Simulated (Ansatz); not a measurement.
# CH5BO2 (SMILES COBO): wB97M-V/cc-pVDZ

What is the vertical ionisation energy of CH5BO2 at wB97M-V/cc-pVDZ? 

Program for the calculation: Ansatz 0.2.0.

70 further runs of the same task are left out: 70 set aside as unsound or not needed.

## (1) The system as given

The species is CH5BO2 (9 atoms), meant as a singlet with charge 0. SMILES: `COBO`. Geometry: relaxed at PBE0-D4/def2-TZVP. This is one conformer, not always the lowest.

Bond lengths: C1–O2 1.410 Å, O2–B3 1.356 Å, B3–O4 1.356 Å, C1–H5 1.094 Å, C1–H6 1.092 Å, C1–H7 1.092 Å, B3–H8 1.199 Å, O4–H9 0.962 Å. Some angles: C1–O2–B3 121.7°, O2–B3–O4 119.6°, O2–C1–H5 111.5°, O2–C1–H6 109.2°, O2–C1–H7 109.3°, O2–B3–H8 121.8°, O4–B3–H8 118.6°, B3–O4–H9 112.1°, H5–C1–H6 109.1°, H5–C1–H7 109.0°.

## (2) A single-point energy at wB97M-V/cc-pVDZ

in.yaml

```yaml
basis:
  gaussian: {orbitals: cc-pVDZ}
crystal:
  periodic: [false, false, false]
  atoms:
    - {symbol: C, position_ang: [0.281800, 0.801900, -1.057400]}
    - {symbol: O, position_ang: [-0.113500, 0.454800, 0.251000]}
    - {symbol: B, position_ang: [-0.134900, -0.834100, 0.671600]}
    - {symbol: O, position_ang: [-0.524600, -1.118500, 1.938500]}
    - {symbol: H, position_ang: [0.568100, -0.079800, -1.637600]}
    - {symbol: H, position_ang: [1.131400, 1.486400, -1.006200]}
    - {symbol: H, position_ang: [-0.544800, 1.307500, -1.561700]}
    - {symbol: H, position_ang: [0.183900, -1.738400, -0.047600]}
    - {symbol: H, position_ang: [-0.758900, -0.326300, 2.432200]}
hamiltonian: {xc: {name: wB97M-V}}
accuracy: high
output: {orbitals: {seedname: orbitals}}
```

On the command line:

```bash
$ ansatz run in.yaml --threads 1 --pin off --max-ram 3480MiB --events-out events.jsonl --progress --plain --runs-dir runs
```

The program printed:

```text
Warning: RAYON_NUM_THREADS=1 ignored (pool sized by the plan → 1); use --threads N
Functional definition: wB97M-V
  name "wB97M-V"
  parameter omega = 0.3/bohr
  parameter cx = 0.15
  parameter cx01 = 1.007
  parameter cx10 = 0.259
  parameter css00 = 0.443
  parameter css04 = -1.437
  parameter css10 = -4.535
  parameter css20 = -3.390
  parameter css43 = 4.278
  parameter cos00 = 1.000
  parameter cos10 = 1.358
  parameter cos20 = 2.924
  parameter cos21 = -8.812
  parameter cos60 = -1.390
  parameter cos61 = 9.142
  parameter b = 6.0
  parameter c = 0.01
  gx(w, u) = 1 - cx + cx01*u + cx10*w
  gss(w, u) = css00 + css04*u^4 + css10*w + css20*w^2 + css43*w^4*u^3
  gos(w, u) = cos00 + cos10*w + (cos20 + cos21*u)*w^2 + (cos60 + cos61*u)*w^6
  exchange = spin_sum(e_x_unif_sr(omega)*gx(b97_w, b97_u_x)) + cx*exact_x_sr(omega) + exact_x_lr(omega)
  correlation = spin_sum(e_c_pw_mod_same_spin*gss(b97_w, b97_u_same))
      + integral(e_c_pw_mod_opposite_spin*gos(b97_w_opposite, b97_u_opposite)) + vv10(b, c)
1902 factors; integrals over basis functions are off by at most 5.7e-9 eV
342 factors; integrals over basis functions are off by at most 2.4e-9 eV
mean field evaluation 1: about -5885.0791 eV, gradient 4.7e1 eV
mean field evaluation 2: about -5885.6368 eV, gradient 4.7e1 eV
mean field evaluation 4: about -5889.1502 eV, gradient 1.2e0 eV
mean field evaluation 8: about -5889.1532 eV, gradient 4.6e-2 eV
mean field evaluation 16: about -5889.1532 eV, gradient 3.2e-6 eV
mean field -5889.15317175 eV, -216.4223872503 hartree, gradient 2.3e-8 eV, S^2 0.000000; 0 other end points of the search recorded, 0 dependent functions left out
reference -5889.15317593 eV, -216.4223874039 hartree; 16, 16 occupied and 65, 65 virtual orbitals, 1902 factors
Total energy: -5889.15317593 eV, -216.4223874039 hartree
```

Run time: 41 s. Hardware: 1 thread of Arm Neoverse V2, shared host; peak memory 0.46 GiB.

## (3) The doublet cation

input.yaml

```yaml
crystal:
  periodic: [false, false, false]
  atoms:
    - {symbol: C, position_ang: [0.281800, 0.801900, -1.057400]}
    - {symbol: O, position_ang: [-0.113500, 0.454800, 0.251000]}
    - {symbol: B, position_ang: [-0.134900, -0.834100, 0.671600]}
    - {symbol: O, position_ang: [-0.524600, -1.118500, 1.938500]}
    - {symbol: H, position_ang: [0.568100, -0.079800, -1.637600]}
    - {symbol: H, position_ang: [1.131400, 1.486400, -1.006200]}
    - {symbol: H, position_ang: [-0.544800, 1.307500, -1.561700]}
    - {symbol: H, position_ang: [0.183900, -1.738400, -0.047600]}
    - {symbol: H, position_ang: [-0.758900, -0.326300, 2.432200]}
basis:
  gaussian: {orbitals: cc-pVDZ}
total_charge: 1
magnetization: {spin_polarized: true, initial_magnetization: 1}
hamiltonian: {xc: {name: wB97M-V}}
accuracy: high
output: {orbitals: {seedname: orbitals}}
```

On the command line:

```bash
$ ansatz run input.yaml --threads 1 --pin off --max-ram 3480MiB --events-out events.jsonl --progress --plain --runs-dir runs
```

The program printed, cut to the lines that bear on the results:

```text
Warning: RAYON_NUM_THREADS=1 ignored (pool sized by the plan → 1); use --threads N
[... 2 set-up lines as earlier in the session ...]
[...]
  gx(w, u) = 1 - cx + cx01*u + cx10*w
  gss(w, u) = css00 + css04*u^4 + css10*w + css20*w^2 + css43*w^4*u^3
  gos(w, u) = cos00 + cos10*w + (cos20 + cos21*u)*w^2 + (cos60 + cos61*u)*w^6
[...]
      + integral(e_c_pw_mod_opposite_spin*gos(b97_w_opposite, b97_u_opposite)) + vv10(b, c)
1901 factors; integrals over basis functions are off by at most 5.7e-9 eV
343 factors; integrals over basis functions are off by at most 2.2e-9 eV
[...]
mean field -5878.13942349 eV, -216.0176394673 hartree, gradient 8.8e-8 eV, S^2 0.764171; 2 other end points of the search recorded, 0 dependent functions left out
reference -5878.13942748 eV, -216.0176396139 hartree; 16, 15 occupied and 65, 66 virtual orbitals, 1901 factors
Total energy: -5878.13942748 eV, -216.0176396139 hartree
```

Run time: 2 min. Hardware: 1 thread of Arm Neoverse V2, shared host; peak memory 0.85 GiB.

## (4) Summary of results

Level: wB97M-V/cc-pVDZ.

```
                                          quantity          value
                      singlet CH5BO2: total energy  -216.42239 Eh
                       singlet CH5BO2: HOMO energy      -10.76 eV
                       singlet CH5BO2: LUMO energy        3.51 eV
                     singlet CH5BO2: HOMO–LUMO gap       14.27 eV
                      doublet cation: total energy  -216.01764 Eh
doublet cation: HOMO energy (highest over α and β)      -18.41 eV
 doublet cation: LUMO energy (lowest over α and β)      -11.27 eV
                              doublet cation: ⟨S²⟩          0.764
vertical ionisation energy (to the doublet cation)      11.014 eV
```

What this shows: The vertical ionisation energy comes to 11.01 eV (1063 kJ/mol). −ε(HOMO) before ionisation, 10.76 eV, is 0.25 eV below this ionisation energy.
